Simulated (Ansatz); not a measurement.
**CaMg2As6: what a guessed cell relaxes into**

Aim: relax a trial structure of CaMg2As6 and see where it ends.

Method: DFT PBE, scalar-relativistic, plane waves, PAW, in Ansatz 0.2.0.

3 further runs of the same task are left out: 2 that didn't finish, 1 set aside as unsound or not needed.

## (1) Starting point

Symmetry: Fm-3m, No. 225, cubic system. Conventional cell: a = 8.996 Å, b = 8.996 Å, c = 8.996 Å, α = 90.00°, β = 90.00°, γ = 90.00°. Ca (site symmetry m-3m) has 6 As at 2.18 Å as nearest neighbours. Mg (site symmetry -43m) has 12 As at 3.18 Å as nearest neighbours. As (site symmetry 4mm) has 1 Ca at 2.18 Å as nearest neighbours.

Structure file:

```cif
data_structure
_symmetry_space_group_name_H-M 'Fm-3m'
_symmetry_Int_Tables_number 225
_cell_length_a 8.9960
_cell_length_b 8.9960
_cell_length_c 8.9960
_cell_angle_alpha 90.000
_cell_angle_beta 90.000
_cell_angle_gamma 90.000
_cell_volume 728.03
loop_
_atom_site_label
_atom_site_type_symbol
_atom_site_symmetry_multiplicity
_atom_site_Wyckoff_symbol
_atom_site_fract_x
_atom_site_fract_y
_atom_site_fract_z
_atom_site_occupancy
Ca1 Ca 4 a 0.00000 0.00000 0.00000 1
Mg1 Mg 8 c 0.25000 0.25000 0.75000 1
As1 As 24 e 0.50000 0.25764 0.00000 1
```

A structure generator made this guess: species swapped into a database cell of K2MoCl6 (Fm-3m, No. 225), with Mg on the K sites, Ca on the Mo sites and As on the Cl sites. Its size is a rough estimate.

## (2) A first look at the guess

input.yaml

```yaml
crystal:
  lattice:
    - [0.0, 4.49799867, 4.49799867]
    - [4.49799867, 0.0, 4.49799867]
    - [4.49799867, 4.49799867, 0.0]
  atoms:
    - { symbol: Ca, position: [0.0, 0.0, 0.0] }
    - { symbol: Mg, position: [0.75, 0.75, 0.75] }
    - { symbol: Mg, position: [0.25, 0.25, 0.25] }
    - { symbol: As, position: [0.75763631, 0.24236369, 0.75763631] }
    - { symbol: As, position: [0.24236369, 0.24236369, 0.75763631] }
    - { symbol: As, position: [0.75763631, 0.75763631, 0.24236369] }
    - { symbol: As, position: [0.24236369, 0.75763631, 0.24236369] }
    - { symbol: As, position: [0.24236369, 0.75763631, 0.75763631] }
    - { symbol: As, position: [0.75763631, 0.24236369, 0.24236369] }
basis:
  ecutwfc: 420
kpoints:
  mp_grid: { grid: [4, 4, 4] }
hamiltonian:
  xc: pbe
scf:
  occupations: { method: gaussian, width: 0.1 }
  lower_state_search: "off"
output:
  forces: true
  stress: true
  eigenvalues: true
```

Run with:

```bash
$ ansatz run input.yaml --threads 1 --pin off --max-ram 2048MiB --backend cpu --events-out ev --progress --plain --runs-dir out
```

The session goes on with these runs: rough relaxation on the coarse mesh; relaxation on the finer mesh.

Q: Predict the outcome of this session. Wanted: conventional cell; volume; energy over the elements; gap on the mesh.

As calculated:

| quantity | value |
| --- | --- |
| symmetry at the end (tolerance 0.05 Å) | space group Fm-3m (No. 225) |
| conventional cell | a = 9.504 Å, b = 9.504 Å, c = 9.504 Å, α = 90.00°, β = 90.00°, γ = 90.00° |
| volume | 23.85 Å³/atom |
| energy over the elements | +0.13 eV/atom |
| gap on the mesh | none (metal) |

What this shows: The space group Fm-3m (No. 225) is kept, and the volume per atom grows by 17.9 % from the first guess. The formation energy is positive, so the separate elements lie lower. No finished test with a distortion of lower symmetry is shown, so the end may be a saddle point.
